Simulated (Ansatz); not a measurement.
# EuSb (antiNiAs): a single-point run

Wanted: a converged single-point run for EuSb (antiNiAs), and a check of what comes out. The structure is shown as the input types it.

Program: Ansatz 0.2.0. Level of theory: DFT PBE, scalar-relativistic, plane waves, PAW. These are calculated values, not measurements.

2 further runs of the same task are left out: 2 that didn't finish. Runs told in other sessions of the task aren't counted.

## (1) The structure to begin with

Symmetry: P6_3/mmc, No. 194, hexagonal system. The conventional cell has a = 4.908 Å, b = 4.908 Å, c = 6.623 Å, α = 90.00°, β = 90.00°, γ = 120.00°. Eu (site symmetry -6m2) has 6 Sb at 3.28 Å in its first shell of neighbours. Sb (site symmetry -3m) has 6 Eu at 3.28 Å and 2 Sb at 3.31 Å in its first shell of neighbours.

As a file:

```
CELL_PARAMETERS angstrom
4.90838 0.00000 0.00000
-2.45419 4.25078 0.00000
0.00000 0.00000 6.62251
ATOMIC_POSITIONS crystal
Eu 0.33333 0.66667 0.25000
Eu 0.66667 0.33333 0.75000
Sb 0.00000 0.00000 0.00000
Sb 0.00000 0.00000 0.50000
```

## (2) Input and run

File input.yaml:

```yaml
crystal:
  lattice:
    - [4.908382041597, 0.0, 0.0]
    - [-2.454191020799, 4.250783539502, 0.0]
    - [0.0, 0.0, 6.6225054227]
  atoms:
    - { symbol: Eu, position: [0.3333333333333, 0.6666666666667, 0.25], spin: 6.0 }
    - { symbol: Eu, position: [0.6666666666667, 0.3333333333333, 0.75], spin: 6.0 }
    - { symbol: Sb, position: [0.0, 0.0, 0.0] }
    - { symbol: Sb, position: [0.0, 0.0, 0.5] }
basis:
  ecutwfc: 420
  ecutrho_ratio: 4
kpoints:
  mp_grid: { grid: [8, 8, 6] }
hamiltonian:
  xc: pbe
scf:
  occupations: { method: gaussian, width: 0.05 }
  max_iter: 75
output:
  forces: true
  stress: true
magnetization:
  spin_polarized: true
  initial_magnetization: 7
```

Run with:

```console
$ ansatz run input.yaml --threads 2 --pin off --max-ram 2662MiB --backend cpu --events-out ev --progress --plain --runs-dir out
```

What happens when this is run?

This run ends as converged, with warnings (given moment on shells). Its log warns: «where an SCF of this run starts from atoms to list the orders of its open shells, Eu (sites 0, 1, from 0) starts with 6.32 μB on its 4f shell ...»

In the input, magnetization.initial_magnetization is 7. A typed moment is only a start; here the run ends at the energy of the run without it (within 1 meV an atom), so the result stands.

No remedy is needed.
